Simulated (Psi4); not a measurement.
**CsBr (SMILES [Br][Cs]): PBE/def2-TZVPP (core potential)**

What is the energy change on altering one bond length of CsBr at PBE/def2-TZVPP (core potential)? 

The results are computed with Psi4 1.11.

3 further runs of the same task are left out: 2 that didn't finish, 1 set aside as unsound or not needed.

## Step 1: The system as given

CsBr: 2 atoms, total charge 0, spin state singlet. SMILES: `[Br][Cs]`. Geometry: the measured bond length.

Bond lengths: Br1–Cs2 3.072 Å.

## Step 2: Energy and forces at PBE/def2-TZVPP (core potential)

Contents of brcs.inp:

```
memory 1600 MB

molecule {
  0 1
  Br     0.000000     0.000000     0.000000
  Cs     0.000000     0.000000     3.072251
  symmetry c1
}

set basis def2-TZVPP
set reference rks
set puream true
set e_convergence 1e-09
set d_convergence 1e-08
set scf_type pk
set dft_radial_points 99
set dft_spherical_points 590

E = gradient("pbe")
```

Command:

```sh
$ psi4 -i brcs.inp -o brcs.out -n 1
```

brcs.out:

```text
[...]
    !!!  WARNING: ECP capability is in beta. Please check occupations closely.  !!!
[...]
  Running in c1 symmetry.
[...]
  Nuclear repulsion =   54.256901978728301
[...]
  Multiplicity = 1
[...]
  Nalpha       = 22
  Nbeta        = 22
[...]
    Number of basis functions: 84
[...]
   @RKS iter   1: -2593.49132995724085   -1.37786e+00   2.04135e-02 DIIS/ADIIS
[...]
   @RKS iter  11: -2594.01664795254692   -3.50155e-11   6.85897e-09 DIIS
[...]
    Orbital Energies [Eh]
    ---------------------
    Doubly Occupied:
       1A   -480.890516     2A    -61.696129     3A    -55.607756
       4A    -55.607657     5A    -55.607657     6A     -8.291306
       7A     -6.161213     8A     -6.160833     9A     -6.160833
      10A     -2.364769    11A     -2.364615    12A     -2.364615
      13A     -2.364277    14A     -2.364265    15A     -0.991199
      16A     -0.583074    17A     -0.499645    18A     -0.499645
      19A     -0.488599    20A     -0.175567    21A     -0.170292
      22A     -0.170292
[...]
  @RKS Final Energy: -2594.01664795254692
   => Energetics <=
    Nuclear Repulsion Energy =             54.2569019787283011
    One-Electron Energy =               -3727.6103195421837881
    Two-Electron Energy =                1173.5215592459662730
    DFT Exchange-Correlation Energy =     -94.1847896350576406
    Empirical Dispersion Energy =           0.0000000000000000
    VV10 Nonlocal Energy =                  0.0000000000000000
    Total Energy =                      -2594.0166479525469185
[...]
 Multipole Moments:
 ------------------------------------------------------------------------------------
     Multipole            Electronic (a.u.)      Nuclear  (a.u.)        Total (a.u.)
 ------------------------------------------------------------------------------------
 L = 1.  Multiply by 2.5417464519 to convert [e a0] to [Debye]
 Dipole X            :          0.0000001            0.0000000            0.0000001
 Dipole Y            :         -0.0000000            0.0000000           -0.0000000
 Dipole Z            :        112.0726105         -108.0274640            4.0451465
 Magnitude           :                                                    4.0451465
[...]
  -Total Gradient:
     Atom            X                  Y                   Z
    ------   -----------------  -----------------  -----------------
       1       -0.000000000501     0.000000000020     0.001362977210
       2        0.000000000501    -0.000000000020    -0.001467558044
[...]
```

Run time: 12 s. Hardware: 1 thread of Intel Xeon Platinum 8375C at 2.90GHz (Ice Lake), shared host; peak memory 0.55 GiB.

## Step 3: The distorted shape: the energy at PBE/def2-TZVPP (core potential)

Contents of run.py:

```python
import numpy as np
from ase.calculators.psi4 import Psi4
from ase import Atoms

mol = Atoms(['Br', 'Cs'], positions=[
    [0.000000, 0.000000, -2.457849],
    [0.000000, 0.000000, 3.072251],
])
calc = Psi4(atoms=mol, method='pbe', basis='def2-TZVPP', memory='1600MB', num_threads=1, charge=0, multiplicity=1, label='brcs')
calc.psi4.set_options({'puream': True, 'e_convergence': 1e-09, 'd_convergence': 1e-08, 'scf_type': 'pk', 'dft_radial_points': 99, 'dft_spherical_points': 590})
mol.calc = calc

print(f'energy: {mol.get_potential_energy():.6f} eV')
```

Command:

```sh
$ python run.py
```

brcs.dat:

```text
[...]
    !!!  WARNING: ECP capability is in beta. Please check occupations closely.  !!!
[...]
  Running in c1 symmetry.
[...]
  Nuclear repulsion =   30.142460599455710
[...]
  Multiplicity = 1
[...]
  Nalpha       = 22
  Nbeta        = 22
[...]
    Number of basis functions: 84
[...]
   @RKS iter   1: -2593.39082382685820   -1.39956e+00   2.06483e-02 DIIS/ADIIS
[...]
   @RKS iter  19: -2593.95108094592206   -1.72804e-11   5.05337e-09 DIIS
[...]
    Orbital Energies [Eh]
    ---------------------
    Doubly Occupied:
       1A   -480.841405     2A    -61.646916     3A    -55.559312
       4A    -55.558095     5A    -55.558095     6A     -8.241999
       7A     -6.114074     8A     -6.110468     9A     -6.110468
      10A     -2.316909    11A     -2.316034    12A     -2.316034
      13A     -2.313404    14A     -2.313401    15A     -1.067730
      16A     -0.572290    17A     -0.572290    18A     -0.569760
      19A     -0.523208    20A     -0.122920    21A     -0.114415
      22A     -0.114415
[...]
  @RKS Final Energy: -2593.95108094592206
   => Energetics <=
    Nuclear Repulsion Energy =             30.1424605994557098
    One-Electron Energy =               -3680.5129477635173316
    Two-Electron Energy =                1150.5409345456855590
    DFT Exchange-Correlation Energy =     -94.1215283275460024
    Empirical Dispersion Energy =           0.0000000000000000
    VV10 Nonlocal Energy =                  0.0000000000000000
    Total Energy =                      -2593.9510809459220582
[...]
 Multipole Moments:
 ------------------------------------------------------------------------------------
     Multipole            Electronic (a.u.)      Nuclear  (a.u.)        Total (a.u.)
 ------------------------------------------------------------------------------------
 L = 1.  Multiply by 2.5417464519 to convert [e a0] to [Debye]
 Dipole X            :         -0.0000000            0.0000000           -0.0000000
 Dipole Y            :          0.0000000            0.0000000            0.0000000
 Dipole Z            :        202.5782290         -194.4511301            8.1270989
 Magnitude           :                                                    8.1270989
[...]
```

On the terminal:

```text
energy: -70585.004192 eV
```

It took 8.4 s on 1 thread of Intel Xeon Platinum 8375C at 2.90GHz (Ice Lake), shared host; peak memory 0.56 GiB.

## Step 4: Outcome

At PBE/def2-TZVPP (core potential):

| quantity | value |
| --- | --- |
| first shape: total energy | -2594.01665 Eh |
| first shape: dipole moment | 10.28 D |
| first shape: HOMO energy | -4.63 eV |
| first shape: LUMO energy | -1.63 eV |
| first shape: HOMO–LUMO gap | 3.00 eV |
| first shape: largest force on an atom | 0.075 eV/Å |
| distorted shape: total energy | -2593.95108 Eh |
| distorted shape: dipole moment | 20.66 D |
| distorted shape: HOMO energy | -3.11 eV |
| distorted shape: LUMO energy | -2.94 eV |
| distorted shape: HOMO–LUMO gap | 0.17 eV |
| energy change with the Br1–Cs2 bond stretched from 3.072 to 5.530 Å | 1.784 eV |

With the Br1–Cs2 bond stretched from 3.072 to 5.530 Å the energy rises by 1.78 eV (41 kcal/mol). The first shape isn't relaxed at this level, so the change isn't measured from a minimum.
